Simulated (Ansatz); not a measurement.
# C2H6AsNSi: one species, many methods

One table from this session's results is given with a row withheld; the runs are named, their logs left out.

Program: Ansatz 0.2.0, Gaussian basis. Level of theory: functionals in def2-TZVPP, the program's frozen cores in correlated methods. These are calculated values, not measurements.

Plan: LDA (SPW92), PBE-D4, revPBE-D4, BLYP-D4, r2SCAN-D4, B97M-V, PBE0-D4, B3LYP-D4, r2SCANh-D4, r2SCAN0-D4, HSE06-D4, BHLYP-D4, CAM-B3LYP-D4, LC-ωPBE, ωB97X-V, ωB97M-V, B2PLYP, PBE-QIDH; CCSD(T)/def2-SVP; CCSD(T)/def2-TZVPP; MP2/def2-QZVPP; extrapolation to the limit; RPA on PBE.

### The geometry

All runs share one geometry, relaxed beforehand with PBE0-D4 in a triple-zeta def2 set.

SMILES `C#CN[AsH][SiH3]`, 11 atoms, charge 0, spin multiplicity 1.

Atoms are counted from 1 here; the program's logs count them from 0.

Bond lengths: C1–C2 1.204 Å, C1–H6 1.062 Å, C2–N3 1.335 Å, N3–As4 1.882 Å, N3–H7 1.010 Å, As4–Si5 2.382 Å, As4–H8 1.526 Å, Si5–H9 1.489 Å, Si5–H10 1.484 Å, Si5–H11 1.487 Å. Angles: C2–C1–H6 178.9°, C1–C2–N3 177.8°, C2–N3–As4 118.2°, C2–N3–H7 115.0°, As4–N3–H7 117.4°, N3–As4–Si5 97.6°, N3–As4–H8 94.4°, Si5–As4–H8 92.0°, As4–Si5–H9 110.2°, As4–Si5–H10 108.8°, As4–Si5–H11 109.4°, H9–Si5–H10 109.2°, H9–Si5–H11 109.6°, H10–Si5–H11 109.7°.

Set-up of the first run:

File in.yaml:

```yaml
crystal:
  periodic: [false, false, false]
  atoms:
    - {symbol: C, position_ang: [1.861513, 2.397185, 0.186607]}
    - {symbol: C, position_ang: [1.451196, 1.301024, 0.468353]}
    - {symbol: N, position_ang: [1.033149, 0.064978, 0.752488]}
    - {symbol: As, position_ang: [0.670752, -1.101848, -0.679451]}
    - {symbol: Si, position_ang: [-1.705641, -0.955159, -0.613521]}
    - {symbol: H, position_ang: [2.235386, 3.364343, -0.045051]}
    - {symbol: H, position_ang: [0.448282, -0.009136, 1.572505]}
    - {symbol: H, position_ang: [0.670217, -2.356626, 0.188879]}
    - {symbol: H, position_ang: [-2.181998, -0.958538, 0.796705]}
    - {symbol: H, position_ang: [-2.125420, 0.309769, -1.266885]}
    - {symbol: H, position_ang: [-2.292137, -2.112991, -1.340030]}
basis:
  gaussian: {orbitals: def2-TZVPP}
hamiltonian: {xc: lda}
output: {orbitals: {seedname: orbitals}}
```

Command:

```
$ ansatz run in.yaml --threads 4 --pin off --events-out ev --progress --plain --max-ram 10444MiB
```

Among the steps run: LDA; PBE-D4 (GGA); revPBE-D4 (GGA); BLYP-D4 (GGA); r2SCAN-D4 (meta-GGA); B97M-V (meta-GGA); PBE0-D4 (hybrid); B3LYP-D4 (hybrid); r2SCANh-D4 (hybrid); r2SCAN0-D4 (hybrid); HSE06-D4 (hybrid); BHLYP-D4 (hybrid); CAM-B3LYP-D4 (range-separated); LC-ωPBE (range-separated); ωB97X-V (range-separated); ωB97M-V (range-separated); B2PLYP (double hybrid); PBE-QIDH (double hybrid).

One of the session's tables, all rows but one given; the rest of the session is left out.

```
  functional  HOMO (eV)  gap (eV)
 LDA (SPW92)      -5.34      3.42
      PBE-D4      -5.18      3.46
   revPBE-D4      -5.12      3.50
     BLYP-D4      -5.02      3.44
   r2SCAN-D4      -5.38      3.85
      B97M-V      -5.44      3.89
     PBE0-D4      -6.33      5.49
    B3LYP-D4      -6.10      5.06
  r2SCANh-D4      -5.82      4.61
  r2SCAN0-D4      -6.47      5.74
    HSE06-D4      -5.93      4.72
    BHLYP-D4      -7.35      7.48
CAM-B3LYP-D4      -7.59      7.85
     LC-ωPBE      -8.91     10.34
     ωB97X-V      -8.56      9.83
     ωB97M-V          ?         ?
```

**Question.** Estimate the row for ωB97M-V.

As computed: HOMO (eV): -8.45; gap (eV): 9.51. In the column «HOMO (eV)» it lies between ωB97X-V (-8.56) and CAM-B3LYP-D4 (-7.59).
